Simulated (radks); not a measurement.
# Sm²⁺ in [Kr] 4d10 4f6 5s1.75 5p6 6s0.25: an all-electron calculation

An exercise on one series of results from a longer session: the logs are not shown, and one member is left open.

Program: radks (a radial shooting solver on a logarithmic mesh, Libxc functionals) version 1. Level of theory: scalar-relativistic Kohn-Sham, B86b exchange with PBE correlation, spin-unpolarised, spherical densities, point nucleus. These are calculated values, not measurements, unless marked.

### What is computed

* element: samarium (Z = 62)
* charge: +2
* electrons: 60
* configuration: [Kr] 4d10 4f6 5s1.75 5p6 6s0.25

The first run:

Input:

```text
Z 62
configuration [Kr] 4d10 4f6 5s1.75 5p6 6s0.25
relativity scalar-relativistic
functional b86_mgc,pbe
spin unpolarised
nucleus point
c 137.035999084
```

Launch:

```
$ python run_ks.py task.json out
```

This one command runs every case of the session in turn.

Among the steps run: Self-consistent calculation.

One table of the session follows, with a row left open; its other results are not shown here.

It belongs to the step «Orbitals and density». Radial moments (bohr):

```
level      <r>  outermost maximum (interpolated)  90 % within  nodes
   1s        ?                                 ?            ?      ?
   2s  0.09699                            0.0821        0.150      1
   2p  0.08547                            0.0663        0.139      0
   3s   0.2549                             0.234        0.374      2
   3p   0.2533                             0.229        0.379      1
   3d   0.2309                             0.188        0.360      0
   4s   0.5792                             0.539        0.832      3
   4p   0.6133                             0.563        0.892      2
   4d   0.6709                             0.587         1.01      1
   5s    1.403                              1.26         2.02      4
   5p    1.637                              1.43         2.39      3
   4f   0.9809                             0.614         1.72      0
   6s    3.545                              3.20         5.07      5
```

**Question.** Estimate the row for 1s.

The run gave: <r>: 0.02274; outermost maximum (interpolated): 0.0145; 90 % within: 0.0411; nodes: 0. In the column «<r>» it is the lowest.
